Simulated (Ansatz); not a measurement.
# C2H4BN: how energies converge with the basis set

The task here is to estimate one member of a computed series from the others.

Method: one geometry, several basis sets; program: Ansatz 0.2.0, Gaussian basis.

The runs, in order: PBE0-D4/def2-SVP; ωB97M-V/def2-SVP; PBE0-D4/def2-QZVPP; ωB97M-V/def2-QZVPP; the functionals' def2-TZVPP values are taken from earlier runs.

1 further run of the same task is left out (it didn't finish).

### The relaxed structure

The geometry comes from an earlier relaxation with PBE0-D4 in a triple-zeta def2 set; it is a stationary point, not always the lowest conformer.

SMILES `BC1C=N1`, 8 atoms, charge 0, spin multiplicity 1.

Atoms are counted from 1 here; the program's logs count them from 0.

Bond lengths: B1–C2 1.521 Å, B1–H5 1.197 Å, B1–H6 1.196 Å, C2–C3 1.480 Å, C2–N4 1.594 Å, C2–H7 1.088 Å, C3–N4 1.229 Å, C3–H8 1.082 Å. Angles: C2–B1–H5 120.4°, C2–B1–H6 119.5°, H5–B1–H6 120.1°, B1–C2–C3 120.1°, B1–C2–N4 118.3°, B1–C2–H7 121.9°, C3–C2–N4 46.9°, C3–C2–H7 114.7°, N4–C2–H7 112.2°, C2–C3–N4 71.4°, C2–C3–H8 146.9°, N4–C3–H8 141.7°, C2–N4–C3 61.7°.

The first run:

Contents of in.yaml:

```yaml
crystal:
  periodic: [false, false, false]
  atoms:
    - {symbol: B, position_ang: [-0.430688, 1.153240, -0.281024]}
    - {symbol: C, position_ang: [0.523561, -0.024067, -0.147532]}
    - {symbol: C, position_ang: [0.032274, -1.325315, 0.357880]}
    - {symbol: N, position_ang: [0.630241, -0.752965, 1.265680]}
    - {symbol: H, position_ang: [-0.290674, 1.948458, -1.164192]}
    - {symbol: H, position_ang: [-1.339528, 1.265661, 0.488631]}
    - {symbol: H, position_ang: [1.454562, -0.075440, -0.707851]}
    - {symbol: H, position_ang: [-0.487749, -2.246672, 0.132409]}
basis:
  gaussian: {orbitals: def2-SVP}
hamiltonian: {xc: pbe0, dispersion: d4}
output: {orbitals: {seedname: orbitals}}
```

Started as:

```bash
> ansatz run in.yaml --threads 2 --pin off --events-out ev --progress --plain --max-ram 4352MiB
```

Steps of the session up to this table: PBE0-D4 in def2-SVP; ωB97M-V in def2-SVP; PBE0-D4 in def2-QZVPP; ωB97M-V in def2-QZVPP.

One table of the session follows, with a row left open; its other results are not shown here.

It belongs to the step «Density functionals: the series». 

| functional | basis | HOMO (eV) | LUMO (eV) |
| --- | --- | --- | --- |
| PBE0-D4 | def2-SVP | -8.26 | -1.62 |
| PBE0-D4 | def2-TZVPP | -8.32 | -1.73 |
| PBE0-D4 | def2-QZVPP | -8.33 | -1.76 |
| ωB97M-V | def2-SVP | -10.46 | 0.47 |
| ωB97M-V | def2-TZVPP | -10.54 | 0.24 |
| ωB97M-V | def2-QZVPP | ? | ? |

**Question.** Estimate the row for ωB97M-V, def2-QZVPP.

The run gave: HOMO (eV): -10.55; LUMO (eV): 0.14. In the column «HOMO (eV)» it is the lowest.
